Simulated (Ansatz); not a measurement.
# MoS2: the cost of one run

Program: Ansatz 0.2.0, driven from Python. Level of theory: DFT r2SCAN, plane waves, norm-conserving potentials. These are calculated values, not measurements.

### 1 Starting point

Symmetry: P-3m1, No. 164, trigonal system. The conventional cell has a = 3.227 Å, b = 3.227 Å, c = 6.312 Å, α = 90.00°, β = 90.00°, γ = 120.00°. Around Mo (site symmetry -3m) lie 6 S at 2.42 Å. S (site symmetry 3m) is surrounded by 3 Mo at 2.42 Å.

Input file mos2.cif:

```cif
data_MoS2
_cell_length_a 3.227465
_cell_length_b 3.227465
_cell_length_c 6.312473
_cell_angle_alpha 90.00000
_cell_angle_beta 90.00000
_cell_angle_gamma 120.00000
_symmetry_space_group_name_H-M 'P 1'
_symmetry_Int_Tables_number 1
loop_
_symmetry_equiv_pos_as_xyz
'x, y, z'
loop_
_atom_site_label
_atom_site_type_symbol
_atom_site_fract_x
_atom_site_fract_y
_atom_site_fract_z
Mo1 Mo    0.000000    0.000000    0.500000
S2 S    0.333333    0.666667    0.255319
S3 S    0.666667    0.333333    0.744681
```

### 2 The code

Contents of mos2_smear.py:

```python
# -*- coding: utf-8 -*-
"""Smearing width test for MoS2."""

import ansatz as az
from ase.io import read
import pandas as pd


def main():
    atoms = read("mos2.cif")
    crystal = az.Crystal.from_ase(atoms)

    job = (
        crystal.calculation()
        .functional("r2SCAN")
        .pseudopotentials("nc")
        .kpoints(spacing=0.38)
        .mixing("anderson", beta=0.1)
        .eigensolver("auto", full_accuracy=True)
        .forces()
        .stress()
    )

    rows = []
    for value in [0.3, 0.2, 0.1, 0.05]:
        summary = job.occupations("methfessel_paxton", width=value).run(threads=1, pin="off").report
        rows.append((value, summary["free_energy_ev"] / len(summary["lattice"]["sites"]), summary["n_iterations"], sum(summary["stress_gpa"][i][i] for i in range(3)) / 3, max(abs(f) for row in summary["forces_ev_ang"] for f in row), summary["n_kpoints"]))

    table = pd.DataFrame(rows, columns=["width (eV)", "F/atom (eV)", "iterations", "P (GPa)", "max component (eV/A)", "k-points"])
    print(table.round(5).to_string(index=False))

    # the last row is the reference
    for row in rows[:-1]:
        shift = 1000 * (row[1] - rows[-1][1])
        print(f"{row[0]}: {shift:+.2f} meV/atom" + ("  (within 2 meV)" if abs(shift) < 2 else ""))


if __name__ == "__main__":
    main()
```

### 3 The input behind the calls

The engine receives this input (first run):

```yaml
crystal:
  lattice:
    - [3.227465, 0.0, 0.0]
    - [-1.6137324999999993, 2.7950666798251436, 0.0]
    - [0.0, 0.0, 6.312473]
  atoms:
    - { symbol: Mo, position: [0.0, 0.0, 0.5] }
    - { symbol: S, position: [0.33333299999999993, 0.6666669999999999, 0.255319] }
    - { symbol: S, position: [0.6666670000000001, 0.333333, 0.744681] }
kpoints:
  mp_grid:
    kspacing: 0.38
hamiltonian:
  xc: r2scan
  pseudopotentials:
    kind: nc
scf:
  mixing:
    algorithm: anderson
    beta: 0.1
  occupations:
    method: methfessel_paxton
    width: 0.3
  eigensolver:
    kind: auto
    full_accuracy: true
output:
  forces: true
  stress: true
```

### 4 Launch

Command:

```console
python mos2_smear.py
```

**Question.** How long does this script take on 1 thread of Intel Xeon Platinum 8488C (Sapphire Rapids), shared host, and how much memory does it need?

About 58 s, with a peak of 0.93 GiB.
